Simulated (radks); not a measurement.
**Sc²⁺ inside a hard spherical wall**

The task here is to estimate one member of a computed series from the others.

Program: radks (a radial shooting solver on a logarithmic mesh, Libxc functionals) version 1. Level of theory: scalar-relativistic Kohn-Sham, PBEsol, spin-polarised, spherical densities, finite nucleus; open shells are filled with parallel spins first. These are calculated values, not measurements, unless marked.

### What is computed

```
element            : scandium (Z = 21)
charge             : +2
electrons          : 19
configuration      : [Ar] 3d1
nuclear rms radius : 3.5459 fm
```

The outer shells:

Sc²⁺
```
[Ar] core
3d [↑ ][  ][  ][  ][  ]
```

The first run:

The run's settings:

```text
Z 21
configuration [Ar] 3d1 4s0 4p0 4d0
relativity scalar-relativistic
functional pbe_sol,pbe_sol
spin polarised
nucleus finite rms 3.5459 fm
c 137.035999084
```

Among the steps run: The free atom; Wall at 20 bohr; Wall at 10 bohr; Wall at 8 bohr; Wall at 7 bohr; Wall at 6 bohr; Wall at 4 bohr; Wall at 3.5 bohr; Wall at 1.5 bohr.

One of the session's tables, all rows but one given; the rest of the session is left out.

```
R (bohr)  E − E(free) (eV)  ε(3d) (eV)  ε(4s, empty) (eV)  ε(4p, empty) (eV)
    free             0.000     -18.255            -15.907            -11.759
      20             0.000     -18.255            -15.907            -11.759
      10             0.000     -18.255            -15.907            -11.753
       8             0.000     -18.254            -15.890            -11.675
       7             0.002     -18.246            -15.822            -11.471
       6             0.015     -18.206            -15.536            -10.842
       4             0.553     -17.294            -10.364             -3.218
     3.5                 ?           ?                  ?                  ?
     1.5            337.57      58.911             283.60             291.23
```

**Question.** Estimate the row for R (bohr) = 3.5.

Worked estimate for «E − E(free) (eV)». A straight line through the neighbours (4, 0.553) and (1.5, 337.57) gives 0.553 + (337.57 − 0.553) × (3.5 − 4) / (1.5 − 4) = 67.956; a parabola fitted to 3 rows on both sides gives 38.059.

As computed: E − E(free) (eV): 1.544; ε(3d) (eV): -16.205; ε(4s, empty) (eV): -4.971; ε(4p, empty) (eV): 3.593. In «E − E(free) (eV)» the line misses by +66.412 and the parabola by +36.515.

In words: Eigenvalues are for spin up. Shells are not refilled when levels cross, and a hard wall is a model, not a crystal.
